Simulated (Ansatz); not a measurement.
**C₃H₅BrSi: a ladder of functionals and wavefunction methods**

The task here is to estimate one member of a computed series from the others.

Program: Ansatz 0.2.0, Gaussian basis. Level of theory: functionals in def2-TZVPP, the program's frozen cores in correlated methods. These are calculated values, not measurements.

Plan: PBE-D4, r2SCAN-D4, PBE0-D4, B3LYP-D4, ωB97X-V, ωB97M-V, B2PLYP; CCSD(T)/def2-TZVPP; MP2/def2-QZVPP; extrapolation to the limit.

## Structure used throughout

All runs share one geometry, relaxed beforehand with PBE0-D4 in a triple-zeta def2 set.

10 atoms, charge 0, spin multiplicity 1.

Atoms are counted from 1 here; the program's logs count them from 0.

Bond lengths: C1–C2 1.321 Å, C1–H6 1.084 Å, C1–H7 1.088 Å, C2–Si3 1.823 Å, C2–C4 1.493 Å, Si3–C4 1.870 Å, Si3–H8 1.480 Å, Si3–H9 1.477 Å, C4–Br5 1.930 Å, C4–H10 1.088 Å. Angles: C2–C1–H6 121.5°, C2–C1–H7 121.3°, H6–C1–H7 117.2°, C1–C2–Si3 154.0°, C1–C2–C4 136.1°, Si3–C2–C4 67.8°, C2–Si3–C4 47.7°, C2–Si3–H8 122.1°, C2–Si3–H9 118.1°, C4–Si3–H8 118.5°, C4–Si3–H9 119.3°, H8–Si3–H9 114.9°, C2–C4–Si3 64.5°, C2–C4–Br5 119.1°, C2–C4–H10 115.6°, Si3–C4–Br5 125.7°, Si3–C4–H10 116.9°, Br5–C4–H10 108.8°.

Set-up of the first run:

The input, in.yaml:

```yaml
crystal:
  periodic: [false, false, false]
  atoms:
    - {symbol: C, position_ang: [0.054211, 1.744991, 0.252176]}
    - {symbol: C, position_ang: [0.176765, 0.432722, 0.168308]}
    - {symbol: Si, position_ang: [0.085517, -1.266378, 0.823660]}
    - {symbol: C, position_ang: [0.093927, -0.587261, -0.918414]}
    - {symbol: Br, position_ang: [-1.414421, -0.557295, -2.121823]}
    - {symbol: H, position_ang: [0.094983, 2.257895, 1.206781]}
    - {symbol: H, position_ang: [-0.105417, 2.355442, -0.633709]}
    - {symbol: H, position_ang: [1.284211, -1.987836, 1.305734]}
    - {symbol: H, position_ang: [-1.189690, -1.713678, 1.418906]}
    - {symbol: H, position_ang: [1.003113, -0.729804, -1.498618]}
basis:
  gaussian: {orbitals: def2-TZVPP}
hamiltonian: {xc: pbe, dispersion: d4}
output: {forces: true, orbitals: {seedname: orbitals}}
```

Launch:

```sh
$ ansatz run in.yaml --threads 4 --pin off --events-out ev --progress --plain --max-ram 10444MiB
```

Among the steps run: PBE-D4 (GGA); r2SCAN-D4 (meta-GGA); PBE0-D4 (hybrid); B3LYP-D4 (hybrid); ωB97X-V (range-separated); ωB97M-V (range-separated); B2PLYP (double hybrid); CCSD(T) in def2-TZVPP; MP2 in def2-QZVPP.

One of the session's tables, all rows but one given; the rest of the session is left out.

| method | atomisation energy (kcal/mol) |
| --- | --- |
| PBE-D4 | 900.1 |
| r2SCAN-D4 | 881.0 |
| PBE0-D4 | ? |
| B3LYP-D4 | 873.9 |
| ωB97X-V | 876.3 |
| ωB97M-V | 875.8 |
| B2PLYP | 864.2 |
| HF/def2-TZVPP | 629.8 |
| MP2/def2-TZVPP | 868.5 |
| CCSD/def2-TZVPP | 834.2 |
| CCSD(T)/def2-TZVPP | 850.7 |
| MP2/CBS | 892.3 |
| CCSD(T)/CBS | 874.5 |

Q: Estimate the row for PBE0-D4 from the others.

The run gave: atomisation energy (kcal/mol): 883.7. In the column «atomisation energy (kcal/mol)» it lies between r2SCAN-D4 (881.0) and MP2/CBS (892.3).

Caveats from the session: Free atoms (3 C, 1 Si, 1 Br, 5 H) were run apart at each level; the atomisation energy is their sum less the molecule, without zero-point or spin-orbit terms.
